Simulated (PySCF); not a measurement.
# C7H11N: the cost of one run

Programs: PySCF 2.14.0, with routines of our own; each step states its level. All values are computed. Atoms count from 0.

### Step 1. The starting structure

19 atoms, charge 0, multiplicity 1; geometry from: GFN2-xTB.

### Step 2. Magnetic properties: GIAO B97-2/pcSseg-1

What the job is given:

```
{"job": {"kind": "mag", "xc": "B97-2", "basis": "pcSseg-1", "isotopologues": 2}, "charge": 0, "multiplicity": 1}
C     -1.544015     1.559026    -0.340920
C     -1.474927     0.252651    -0.145001
C     -2.555660    -0.544071     0.521463
C     -0.275940    -0.544319    -0.554906
C      0.757255    -0.842296     0.574896
C      1.638871    -0.040821    -0.335451
C      3.057072     0.354592    -0.225282
N      0.787052     0.204814    -1.261664
H     -0.746922     2.088303    -0.833040
H     -2.401076     2.134586    -0.034757
H     -2.165490    -1.052611     1.403054
H     -2.935315    -1.305519    -0.159541
H     -3.378681     0.098605     0.821633
H     -0.576135    -1.432526    -1.117974
H      0.533101    -0.383273     1.536586
H      1.028366    -1.887911     0.714249
H      3.687940    -0.532940    -0.180369
H      3.341804     0.959724    -1.081684
H      3.212898     0.923238     0.691246
```

With the program's defaults for keys left out, this is: GIAO B97-2/pcSseg-1 magnetisability, rotational g tensor and spin-rotation constants, non-relativistic, gas phase.

Command:

```console
$ OMP_NUM_THREADS=1 python excited_run.py task.json out
```

The driver reads the jobs from task.json and runs them one after another.

Q: Estimate the wall time and peak memory of this first job on 1 thread of Arm Neoverse V2, shared host.

About 34 s, with a peak of 0.85 GiB.
